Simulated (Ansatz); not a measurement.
**Cd2SeO (ordered alloy on zincblende lattice): Wannier inputs, tried as typed**

Aim: run 2 Wannier inputs for Cd2SeO (ordered alloy on zincblende lattice) as typed, and read from each log whether it ends well.

Program: Ansatz 0.2.0. Level of theory: plane waves, PAW; the settings change from run to run, as each input shows. These are calculated values, not measurements.

**1. Starting point**

It takes space group P-4m2 (No. 115, tetragonal). The conventional cell has a = 4.017 Å, b = 4.017 Å, c = 5.361 Å, α = 90.00°, β = 90.00°, γ = 90.00°. Around O (site symmetry -4m2) lie 4 Cd at 2.25 Å. Around Cd (site symmetry 2mm) lie 2 O at 2.25 Å and 2 Se at 2.62 Å. Se (site symmetry -4m2) is surrounded by 4 Cd at 2.62 Å.

As a file:

```cif
data_structure
_symmetry_space_group_name_H-M 'P-4m2'
_symmetry_Int_Tables_number 115
_cell_length_a 4.0169
_cell_length_b 4.0169
_cell_length_c 5.3611
_cell_angle_alpha 90.000
_cell_angle_beta 90.000
_cell_angle_gamma 90.000
_cell_volume 86.51
loop_
_atom_site_label
_atom_site_type_symbol
_atom_site_symmetry_multiplicity
_atom_site_Wyckoff_symbol
_atom_site_fract_x
_atom_site_fract_y
_atom_site_fract_z
_atom_site_occupancy
O1 O 1 a 0.00000 0.00000 0.00000 1
Cd1 Cd 2 g 0.00000 0.50000 0.81257 1
Se1 Se 1 c 0.50000 0.50000 0.50000 1
```

The cell was relaxed beforehand with r2SCAN; those runs aren't shown.

**2. Input 1**

File input.yaml:

```yaml
crystal:
  lattice:
    - [4.016940725, 0.0, 0.0]
    - [0.0, 4.016940725, 0.0]
    - [0.0, 0.0, 5.361094123]
  atoms:
    - { symbol: O, position: [0.0, 0.0, 0.0] }
    - { symbol: Cd, position: [0.0, 0.5, 0.8125683485] }
    - { symbol: Se, position: [0.5, 0.5, 0.5] }
    - { symbol: Cd, position: [0.5, 0.0, 0.1874316515] }
kpoints:
  mp_grid: { grid: [6, 6, 4] }
  band_path:
    path:
      - [[0.0, 0.0, 0.0], [1.80490162933e-51, 0.5, 5.524942182497e-68], [0.5, 0.5, -1.2815591598e-33], [0.0, 0.0, 0.0], [-2.695828809446e-51, 0.0, 0.5], [-5.714494437204e-50, 0.5, 0.5], [0.5, 0.5, 0.5], [-2.695828809446e-51, 0.0, 0.5]]
      - [[1.80490162933e-51, 0.5, 5.524942182497e-68], [-5.714494437204e-50, 0.5, 0.5]]
      - [[0.5, 0.5, -1.2815591598e-33], [0.5, 0.5, 0.5]]
    npoints: 10
hamiltonian:
  xc: pbe
scf:
  occupations: { method: fermi_dirac, width: 0.02 }
  n_extra_bands: 6
output:
  forces: false
  stress: false
  eigenvalues: true
  wannier:
    kmesh: [5, 5, 5]
    projections:
      - { species: Cd, l: d, shell: 4 }
      - { species: O, l: p, shell: 2 }
      - { species: Se, l: p, shell: 4 }
    minimise: true
    write_hr: true
    conv_tol: 1.0e-08
    max_iter: 1000
```

Run with:

```
> ansatz run input.yaml --threads 4 --pin off --max-ram 3686MiB --backend cpu --events-out ev --progress --plain --runs-dir out
```

The program printed:

```text
Warning: RAYON_NUM_THREADS=4 ignored (pool sized by the plan → 4); use --threads N
scf.n_extra_bands = 6 over 31 filled bands (N_el = 62.0): the run solves 37 bands
Engine: ansatz 0.2.0, aarch64-unknown-linux-gnu
Pseudopotentials: kind: paw
Pseudopotential: O, paw, valence charge 6, recommended cutoff 420 eV (normal), O.paw.azcp
Pseudopotential: Cd, paw, valence charge 20, recommended cutoff 420 eV (normal), Cd.paw.azcp
Pseudopotential: Se, paw, valence charge 16, recommended cutoff 420 eV (normal), Se.paw.azcp
Functional definition: PBE
  parameter kappa = 0.804
  parameter beta = 0.06672455060314922
  exchange = pbe_x(kappa = kappa, mu = beta*pi^2/3)
  correlation = pbe_c(beta = beta)
Crystal: 4 atoms, lattice volume = 86.506 Å³
Basis set: ecut = 420 eV, 1681 PW (Γ)
Bands: 37, of which v1, the nominal top of the filled ones, is band 31 counted from 1 (30 counted from 0)
Symmetry: 8 space group operations
Space group: P-4m2 (ITA 115), of the structure as read, at distance tolerance 4.4e-5 Å
k-points: 30 of 144 (time reversal used)
Non-local potential: O, projectors of the file, l = 0: 2, l = 1: 2, l = 2: 1
Non-local potential: Cd, projectors of the file, l = 0: 3, l = 1: 2, l = 2: 2, l = 3: 1
Non-local potential: Se, projectors of the file, l = 0: 2, l = 1: 2, l = 2: 3, l = 3: 1
PAW form: soft (Blöchl's): semilocal exchange-correlation on the pseudo side does not see the compensation charge
PAW one-centre angular grid: O, 110 points (default); XC on 64 Gauss nodes
PAW one-centre angular grid: Cd, 590 points (default); XC on 64 Gauss nodes
PAW one-centre angular grid: Se, 590 points (default); XC on 64 Gauss nodes
Initial density: superposition of atomic densities (neutral atoms: chi_scale 0, normalization atom), corrected by the library's trained network
Initial wavefunctions: pseudopotential atomic-orbital guess
Functional: x = pbe(κ = 0.804, μ = 0.2195149727645171), c = pbe(β = 0.06672455060314922)
SCF iter   1: F=—  HF=-22545.812265 eV  |F-HF|=—  |Δ(HF+E_count)|=         —  Δρ=1.28e-3  dr2=1.77e-3  ethr=1.77e-3  ⟨swp⟩=6.1  Hψ=4156  notcnv=0  defer=1
preconditioner: auto → Resta (q_TF=auto, 2.581 Å⁻¹)  ε∞=4.9  [insulator: Δε(μ)=0.740 eV  Ē_g=12.138 eV  σ=0.020 eV  W_gap=0.74  n_scr=28 (ndim 8)  ℏωp=24.0 eV  f_vac=0.138  D(μ)=0.57/eV (n_scr^D=0)  ε∞_Penn≈4.9]
SCF iter   2: F=—  HF=-22545.813467 eV  |F-HF|=—  |Δ(HF+E_count)|=   1.20e-3  Δρ=7.51e-4  dr2=7.23e-4  ethr=2.86e-6  ⟨swp⟩=2.0  Hψ=1963  notcnv=0  defer=28
SCF iter   3: F=—  HF=-22545.813568 eV  |F-HF|=—  |Δ(HF+E_count)|=   1.01e-4  Δρ=2.54e-4  dr2=7.29e-5  ethr=1.17e-6  ⟨swp⟩=2.0  Hψ=1676  notcnv=0  defer=28
SCF iter   4: F=—  HF=-22545.813574 eV  |F-HF|=—  |Δ(HF+E_count)|=   6.73e-6  Δρ=1.34e-4  dr2=2.07e-5  ethr=1.18e-7  ⟨swp⟩=2.0  Hψ=1749  notcnv=0  defer=28
SCF iter   5: F=—  HF=-22545.813587 eV  |F-HF|=—  |Δ(HF+E_count)|=   1.27e-5  Δρ=1.33e-4  dr2=1.59e-5  ethr=3.35e-8  ⟨swp⟩=2.0  Hψ=1662  notcnv=0  defer=28
SCF iter   6: F=—  HF=-22545.813588 eV  |F-HF|=—  |Δ(HF+E_count)|=   9.32e-7  Δρ=4.48e-5  dr2=1.86e-6  ethr=2.56e-8  ⟨swp⟩=2.0  Hψ=1590  notcnv=0  defer=28
SCF iter   7: F=—  HF=-22545.813588 eV  |F-HF|=—  |Δ(HF+E_count)|=   4.75e-7  Δρ=1.08e-5  dr2=1.25e-7  ethr=3.00e-9  ⟨swp⟩=2.0  Hψ=1589  notcnv=0  defer=28
SCF iter   8: F=-22545.813589 eV  HF=-22545.813589 eV  |F-HF|=1.48e-8  |Δ(HF+E_count)|=   1.58e-7  Δρ=4.48e-6  dr2=1.96e-8  ethr=1.61e-10  ⟨swp⟩=6.6  Hψ=2940  notcnv=0
SCF 1 converged in 8 iterations: F = -22545.813589 eV  dr2 = 1.96e-8
NSCF: frozen V_eff on 93 k-points
NSCF: frozen V_eff on 21 k-points
the Wannier pass solved 21 of the 125 points of its mesh, and has the states at the others by symmetry: states obtained by the crystal's operations at points that were solved too leave a residual of 3.71e-13 eV (read by the count's bands and the next), within 6.67e-6 eV
NSCF: frozen V_eff on 21 k-points
the Wannier pass solved 21 of the 125 points of its mesh, and has the states at the others by symmetry: states obtained by the crystal's operations at points that were solved too leave a residual of 3.83e-13 eV (read by the count's bands and the next), within 6.67e-6 eV
SCF converged after 8 iterations
Free energy (F): -22545.813589 eV
Harris-Foulkes:  -22545.813589 eV  (|F-HF|=1.48e-8)
Internal energy: -22545.812739 eV  (E = F + TS)
E sigma→0 (E₀):  -22545.813164 eV
Entropy (-TS):   -0.000850 eV (-0.212 meV/atom)
Fermi energy:    8.482948 eV
--- Per-component energies (eV) ---
  E_band       = -1322.680379
  E_kinetic    = 1302.251772
  E_local      = -9868.335505  (includes V_loc(G=0)·N_el)
  E_nonlocal   = -479.285714
  E_hartree    = 4627.801794
  E_xc         = -530.870808
  E_vxc        = -634.763559  (∫ρ·V_xc dr)
  E_paw        = -10236.640984  (= ΣΔE_a)
  E_vpaw       = -898.159071  (= ΣTr[D̂ρ^β])
  E_aug_tail   = 0.001791  (compensation charges beyond the density's cutoff)
  E_ewald      = -7360.735085
  E_smearing   = -0.000850  (= −TS)
  E_closure    = -0.000000  (closes the sum)
  Σ components = -22545.813589   (vs F -22545.813589, Δ=0.00e0)
--- Band table (eV; the first three rows and the last of 30) ---
  k-point 0: bands = ["-92.7945", "-92.7943", "-53.9397", "-53.9397", "-53.8952", "-53.8925", "-53.7865", "-53.7865", "-38.0210", "-38.0065", "-38.0065", "-37.9505", "-37.9472", "-8.5217", "-3.8559", "0.7075", "0.7075", "0.8461", "0.8613", "1.1565", "1.1712", "1.1712", "1.1915", "1.4341", "1.7757", "4.8950", "6.1638", "6.1638", "7.9751", "8.2099", "8.4606", "8.4606", "12.6878", "13.4245", "16.7720", "16.7720", "16.9404"]
  k-point 1: bands = ["-92.7945", "-92.7943", "-53.9397", "-53.9397", "-53.8952", "-53.8926", "-53.7865", "-53.7865", "-38.0210", "-38.0065", "-38.0065", "-37.9505", "-37.9472", "-8.5184", "-3.8307", "0.7448", "0.7448", "0.8238", "0.8839", "1.1085", "1.1085", "1.1428", "1.1989", "1.4263", "1.5998", "5.0494", "6.3227", "6.3227", "7.1162", "8.3299", "8.3299", "9.6658", "12.6638", "13.5623", "15.8457", "16.1137", "16.1137"]
  k-point 2: bands = ["-92.7945", "-92.7943", "-53.9397", "-53.9397", "-53.8951", "-53.8927", "-53.7865", "-53.7865", "-38.0210", "-38.0065", "-38.0065", "-37.9505", "-37.9472", "-8.5151", "-3.8048", "0.7917", "0.8000", "0.8000", "0.9113", "1.0288", "1.0288", "1.1292", "1.2070", "1.4180", "1.4449", "5.1950", "6.5068", "6.5068", "6.7791", "8.1724", "8.1724", "11.1143", "12.0743", "14.0067", "14.7083", "15.7128", "15.7128"]
  k-point 29: bands = ["-92.7944", "-92.7944", "-53.9416", "-53.9387", "-53.8938", "-53.8938", "-53.7888", "-53.7853", "-38.0208", "-38.0066", "-38.0066", "-37.9502", "-37.9473", "-8.3552", "-3.4686", "0.7846", "0.8756", "0.8756", "1.2336", "1.2336", "1.2511", "1.2511", "1.3578", "1.5918", "1.8857", "4.6389", "4.6389", "5.8883", "6.1458", "6.3830", "6.3830", "13.0056", "13.0056", "13.7059", "14.7244", "15.7695", "16.3915"]
Wannier search: line search 1 of at most 1000: gauge-dependent spread (as the search counts it) 0.6273643 Å², largest recent change 2.0e-1 Å² and fall left 9.4e-5 Å² against conv_tol 1.0e-8 Å², 0 stops escaped
```

It took 11 s on 4 threads of Arm Neoverse V1, shared host; peak memory 0.49 GiB.

wannier.win names the bands that the functions span: 16-25, combinations of 26-32 (counted from 1; 31 are filled by count, though the bands overlap). Combinations are drawn from entangled bands, so such a model needn't follow any one band.

The head of wannier.spreads.toml:

```toml
omega_i_ang2 = 16.78350211943325
omega_d_ang2 = 0.006502456545403698
omega_od_ang2 = 0.6189180299848078
omega_total_ang2 = 17.40892260596346
least_projectability = 0.804588875805219
b_vectors_match_mmn = true
n_iter = 42
converged = true
rejected_fitted_steps = 1
```

The functions (centres in Å, on-site energies from the highest level of the last filled band):

```csv
n,x,y,z,spread (Å²),on-site (eV),nearest atoms,distance (Å)
1,0.000,2.008,4.371,0.610,-6.922,Cd2,0.02
2,0.000,2.008,4.353,0.740,-7.015,Cd2,0.00
3,0.000,2.008,4.334,0.600,-6.914,Cd2,0.02
4,0.000,2.008,4.333,0.637,-7.121,Cd2,0.02
5,0.000,2.008,4.354,0.571,-7.149,Cd2,0.00
6,2.008,0.000,0.990,0.611,-6.920,Cd4,0.02
7,2.008,0.000,1.027,0.600,-6.916,Cd4,0.02
8,2.008,0.000,1.008,0.740,-7.015,Cd4,0.00
9,2.008,0.000,1.028,0.637,-7.121,Cd4,0.02
10,2.008,0.000,1.007,0.571,-7.149,Cd4,0.00
11,0.000,-0.066,-0.031,1.231,-2.740,O1,0.07
12,0.000,0.000,0.061,1.303,-3.188,O1,0.06
13,0.000,0.066,-0.031,1.232,-2.742,O1,0.07
14,2.008,2.008,2.681,2.663,-2.794,Se3,0.00
15,2.008,2.008,2.849,2.331,-2.069,Se3,0.17
16,2.008,2.008,2.512,2.331,-2.069,Se3,0.17
```

Along the path each interpolated band stays within 0.00, 0.00, 0.00, 0.00, 0.00, 0.00, 0.00, 0.00, 0.00, 0.00, 0.05, 0.11 and so on, 0.35 at most for the rest, eV of the nearest computed level, from the lowest band up.

**3. Input 2**

input.yaml: that of step 2 with these lines changed.

```diff
@@ -28,6 +28,7 @@
   wannier:
-    kmesh: [5, 5, 5]
+    kmesh: [2, 2, 2]
     projections:
-      - { species: Cd, l: d, shell: 4 }
+      - { species: O, l: s, shell: 2 }
       - { species: O, l: p, shell: 2 }
+      - { species: Se, l: s, shell: 4 }
       - { species: Se, l: p, shell: 4 }
```

Run with:

```
> ansatz run input.yaml --threads 4 --pin off --max-ram 3686MiB --backend cpu --events-out ev --progress --plain --runs-dir out
```

The program printed, cut to the lines that bear on the results:

```text
Warning: RAYON_NUM_THREADS=4 ignored (pool sized by the plan → 4); use --threads N
scf.n_extra_bands = 6 over 31 filled bands (N_el = 62.0): the run solves 37 bands
[...]
Pseudopotentials: kind: paw
Pseudopotential: O, paw, valence charge 6, recommended cutoff 420 eV (normal), O.paw.azcp
Pseudopotential: Cd, paw, valence charge 20, recommended cutoff 420 eV (normal), Cd.paw.azcp
Pseudopotential: Se, paw, valence charge 16, recommended cutoff 420 eV (normal), Se.paw.azcp
Functional definition: PBE
[...]
Crystal: 4 atoms, lattice volume = 86.506 Å³
Basis set: ecut = 420 eV, 1681 PW (Γ)
Bands: 37, of which v1, the nominal top of the filled ones, is band 31 counted from 1 (30 counted from 0)
Symmetry: 8 space group operations
Space group: P-4m2 (ITA 115), of the structure as read, at distance tolerance 4.4e-5 Å
k-points: 30 of 144 (time reversal used)
[...]
NSCF: frozen V_eff on 93 k-points
NSCF: frozen V_eff on 7 k-points
the Wannier pass solved 7 of the 8 points of its mesh, and has the states at the others by symmetry: states obtained by the crystal's operations at points that were solved too leave a residual of 2.39e-13 eV (read by the count's bands and the next), within 3.33e-5 eV
NSCF: frozen V_eff on 7 k-points
the Wannier pass solved 7 of the 8 points of its mesh, and has the states at the others by symmetry: states obtained by the crystal's operations at points that were solved too leave a residual of 2.29e-13 eV (read by the count's bands and the next), within 3.33e-5 eV
SCF converged after 8 iterations
Free energy (F): -22545.813589 eV
[...]
E sigma→0 (E₀):  -22545.813164 eV
Entropy (-TS):   -0.000850 eV (-0.212 meV/atom)
Fermi energy:    8.482948 eV
[...]
--- Band table (eV; the first three rows and the last of 30) ---
[...]
Wannier search: line search 1 of at most 1000: gauge-dependent spread (as the search counts it) 2.2253204 Å², largest recent change 5.9e-2 Å² and fall left 4.8e-4 Å² against conv_tol 1.0e-8 Å², 0 stops escaped
```

Run time: 7.1 s. Hardware: 4 threads of Arm Neoverse V1, shared host; peak memory 0.44 GiB.

wannier.win names the bands that the functions span: 14-15, combinations of 26-32 (counted from 1; 31 are filled by count, though the bands overlap). Combinations are drawn from entangled bands, so such a model needn't follow any one band.

The head of wannier.spreads.toml:

```toml
omega_i_ang2 = 10.233319895351869
omega_d_ang2 = 0.009025316208750574
omega_od_ang2 = 0.8240756081961389
omega_total_ang2 = 11.066420819756758
least_projectability = 0.7499683529359055
b_vectors_match_mmn = true
n_iter = 24
converged = true
rejected_fitted_steps = 1
```

The functions (centres in Å, on-site energies from the highest level of the last filled band):

```csv
n,x,y,z,spread (Å²),on-site (eV),nearest atoms,distance (Å)
1,0.000,0.335,-0.230,1.084,-5.962,O1,0.41
2,0.335,0.000,0.230,1.084,-5.962,O1,0.41
3,-0.335,0.000,0.230,1.084,-5.962,O1,0.41
4,0.000,-0.335,-0.230,1.084,-5.962,O1,0.41
5,2.008,2.558,2.305,1.683,-4.382,Se3,0.67
6,1.459,2.008,3.056,1.683,-4.382,Se3,0.67
7,2.558,2.008,3.056,1.683,-4.382,Se3,0.67
8,2.008,1.459,2.305,1.683,-4.382,Se3,0.67
```

Along the path each interpolated band stays within 0.01, 0.05, 0.16, 0.28, 0.34, 0.52, 0.33, 0.30 eV of the nearest computed level, from the lowest band up.

**4. How the runs ended**

```tsv
input	settings	ended	result	time
1	PBE, 16 functions, 5×5×5	converged	spread 17.41 Å²	11 s
2	PBE, 8 functions, 2×2×2	converged	spread 11.07 Å²	7.1 s
```

In words: 2 converged. Over the sound inputs the mean spread of a function spans 1.09 to 1.38 Å². These values shouldn't be quoted for the material: the settings weren't chosen for accuracy.
